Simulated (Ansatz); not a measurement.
A nudged elastic band was laid between two geometries of a periodic cell of 17 atoms, CuSi₁₆ (host Si, host structure diamond, interstitial Cu), cell charge +1.

These are results of Ansatz 0.2.0, DFT PBE, scalar-relativistic, plane waves, PAW, not measurements. Settings: PAW set soft_1, cutoff 420 eV, k mesh 2x2x2, gaussian smearing 0.02 eV, no spin polarisation.

```json
{
  "movable images": "3",
  "climbing image": "yes",
  "spring": "5.0 eV/Å²",
  "optimiser": "quadratic models (default)",
  "start path": "default",
  "force threshold": "0.05 eV/Å",
  "iteration limit": "6",
  "end points": "relaxed"
}
```

Initial state:

```xyz
17
Lattice="0.0000 5.4300 5.4300 5.4300 0.0000 5.4300 5.4300 5.4300 0.0000" Properties=species:S:1:pos:R:3
Si -0.058 -0.059 -0.031
Si 1.313 1.312 1.294
Si 2.668 2.669 -0.045
Si 4.020 4.022 1.306
Si 2.658 -0.004 2.715
Si 4.068 1.399 4.117
Si 5.368 2.685 2.659
Si 6.741 4.007 4.031
Si -0.002 2.653 2.718
Si 1.398 4.065 4.117
Si 2.682 5.369 2.660
Si 4.006 6.740 4.032
Si 2.851 2.850 5.572
Si 4.196 4.191 6.918
Si 5.425 5.425 5.381
Si 6.827 6.829 6.790
Cu 6.938 6.933 4.230
```

Final state:

```xyz
17
Lattice="0.0000 5.4300 5.4300 5.4300 0.0000 5.4300 5.4300 5.4300 0.0000" Properties=species:S:1:pos:R:3
Si 0.133 -0.118 0.131
Si 1.361 1.424 1.362
Si 2.671 2.761 -0.070
Si 4.018 4.075 1.348
Si 2.758 0.006 2.759
Si 4.213 1.218 4.213
Si 5.429 2.670 2.754
Si 6.727 4.131 4.037
Si -0.072 2.761 2.671
Si 1.349 4.073 4.017
Si 2.667 5.489 2.667
Si 4.021 6.830 4.022
Si 2.754 2.670 5.428
Si 4.035 4.131 6.727
Si 5.373 5.479 5.374
Si 6.725 6.813 6.726
Cu 8.310 8.009 2.876
```

(1) Which bonds break or form, and what moves?

(2) Give the energies along the band, and the barrier.

(3) What is the geometry of the highest image?

The band took 5 iterations and roughly 2.3 core-minutes.

Answers

(1) Contacts lost: Si15–Cu17, Si16–Cu17. Contacts made: Si4–Cu17, Si7–Cu17. The atom that moves furthest is Cu17, by 2.21 Å.

(2) It converged. The highest image is number 2 of 0 to 4, 0.042 eV above the ends, which have the same energy within 2 meV. The order of the stationary point at the top wasn't checked. Limits of this set-up: charged cell in a uniform background, uncorrected.

| image | path coordinate (Å) | energy (eV) | Si15–Cu17 (Å) | Si16–Cu17 (Å) | Si4–Cu17 (Å) |
| --- | --- | --- | --- | --- | --- |
| 0 | 0.00 | 0.000 | 2.43 | 2.56 | 4.59 |
| 1 | 0.65 | -0.004 | 2.68 | 3.03 | 4.02 |
| 2 | 1.31 | 0.042 | 3.30 | 3.51 | 3.30 |
| 3 | 1.97 | -0.004 | 4.03 | 3.99 | 2.67 |
| 4 | 2.63 | 0.000 | 4.57 | 4.33 | 2.42 |

(3) 
```xyz
17
Lattice="0.0000 5.4300 5.4300 5.4300 0.0000 5.4300 5.4300 5.4300 0.0000" Properties=species:S:1:pos:R:3:forces:R:3
Si -0.125 -0.169 0.129 0.00 0.00 0.00
Si 1.276 1.309 1.276 -0.01 0.00 -0.01
Si 2.678 2.660 0.000 0.00 0.00 0.00
Si 3.938 3.956 1.497 0.00 0.00 0.00
Si 2.760 -0.063 2.672 0.01 -0.01 0.01
Si 4.159 1.310 4.159 -0.01 0.00 -0.01
Si 5.435 2.660 2.757 0.00 0.00 0.00
Si 6.837 4.041 4.028 0.00 0.00 0.00
Si -0.083 2.762 2.635 -0.01 0.00 -0.01
Si 1.312 4.134 4.120 0.01 0.01 0.01
Si 2.668 5.459 2.767 0.00 0.00 0.00
Si 4.070 6.841 4.037 0.00 0.00 0.00
Si 2.800 2.762 5.519 -0.01 0.00 0.00
Si 4.199 4.241 6.666 0.00 0.00 0.00
Si 5.567 5.545 5.297 0.00 0.00 0.00
Si 6.828 6.841 6.795 0.00 0.00 0.00
Cu 7.468 7.466 3.398 0.00 0.00 0.00
```

The run took 2.3 min on 1 thread of Arm Neoverse V2, on a shared host, peak memory 0.75 GiB.
